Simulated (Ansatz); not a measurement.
# SrIn5: the cost of one run

Computed with the Python package of Ansatz 0.2.0. Level of theory: DFT PBEsol, plane waves, PAW.

**1. Starting point**

SrIn5 P6/mmm: Symmetry: P6/mmm, No. 191, hexagonal system. The conventional cell has a = 6.409 Å, b = 6.409 Å, c = 5.172 Å, α = 90.00°, β = 90.00°, γ = 120.00°. Sr (site symmetry 6/mmm) has 18 In at 3.70 to 4.12 Å as nearest neighbours. Around In (site symmetry mmm) lie 8 In at 3.18 to 3.20 Å. In (site symmetry -6m2) has 6 In at 3.18 Å as nearest neighbours.

Sr Fm-3m: The structure is cubic, space group Fm-3m (No. 225). Conventional cell: a = 6.085 Å, b = 6.085 Å, c = 6.085 Å, α = 90.00°, β = 90.00°, γ = 90.00°. Around Sr (site symmetry m-3m) lie 12 Sr at 4.30 Å.

In I4/mmm: It takes space group I4/mmm (No. 139, tetragonal). Conventional cell: a = 3.251 Å, b = 3.251 Å, c = 4.947 Å, α = 90.00°, β = 90.00°, γ = 90.00°. In (site symmetry 4/mmm) is surrounded by 12 In at 3.25 to 3.38 Å.

No structure file is read: the coordinates are typed or built in the script.

**2. Script**

formation.py reads:

```python
# -*- coding: utf-8 -*-
from collections import Counter
import warnings

import ansatz as az
import numpy as np

FUNCTIONAL = 'pbesol'
ECUT = 420
K_SPACING = 0.33
OCCUPATIONS = 'fermi_dirac'
SIGMA = 0.1

PHASES = {
    'SrIn5': (
        [(6.408541, 0.0, 0.0), (-3.204271, 5.54996, 0.0), (0.0, 0.0, 5.171793)],
        [
            ('Sr', (0.0, 0.0, 0.0)),
            ('In', (0.0, 0.5, 0.5)),
            ('In', (0.5, 0.5, 0.5)),
            ('In', (0.5, 0.0, 0.5)),
            ('In', (2 / 3, 1 / 3, 0.0)),
            ('In', (1 / 3, 2 / 3, 0.0)),
        ],
    ),
    'Sr': (
        [(0.0, 3.04235, 3.04235), (3.04235, 0.0, 3.04235), (3.04235, 3.04235, 0.0)],
        [
            ('Sr', (0.0, 0.0, 0.0)),
        ],
    ),
    'In': (
        [(-1.62547, 1.62547, 2.4737), (1.62547, -1.62547, 2.4737), (1.62547, 1.62547, -2.4737)],
        [
            ('In', (0.0, 0.0, 0.0)),
        ],
    ),
}


def build(vectors, sites):
    crystal = az.Crystal(lattice=az.Lattice.of(vectors))
    for symbol, position in sites:
        crystal = crystal.atom(symbol, position)
    return crystal


def compute(name, crystal):
    calc = (
        crystal.calculation()
        .functional(FUNCTIONAL)
        .basis(ECUT)
        .kpoints(spacing=K_SPACING)
        .occupations(OCCUPATIONS, width=SIGMA)
        .stress()
    )
    calc = calc.relax(force_tolerance=0.02, max_steps=40, cell=True)
    return calc.run(threads=1)


def counts(outcome):
    return Counter(site.symbol for site in outcome.lattice.sites)

def formation_energy(outcome, mu):
    n = counts(outcome)
    return (outcome.report['energy_sigma0_ev'] - sum(k * mu[element] for element, k in n.items())) / sum(n.values())


def volume_per_atom(outcome):
    return abs(np.linalg.det(outcome.lattice.cell_ang)) / len(outcome.lattice.sites)

warnings.simplefilter('ignore')

phases = {name: build(*cell) for name, cell in PHASES.items()}

done = {name: compute(name, crystal) for name, crystal in phases.items()}

references = {'Sr': 'Sr', 'In': 'In'}
mu = {element: done[name].report['energy_sigma0_ev'] / len(done[name].lattice.sites) for element, name in references.items()}

target = done['SrIn5']
heat = formation_energy(target, mu)
for element, value in mu.items():
    print(f'mu({element}) = {value:.4f} eV from {references[element]}, {volume_per_atom(done[references[element]]):.2f} A^3/atom')
print(f'formation energy of SrIn5: {heat:.4f} eV/atom = {96.4853 * heat:.1f} kJ/mol of atoms')
```

**3. Launch**

Started as:

```
$ python formation.py
```

What time and memory should one allow on 1 thread of Arm Neoverse V1, shared host?

About 39 s, with a peak of 0.51 GiB.
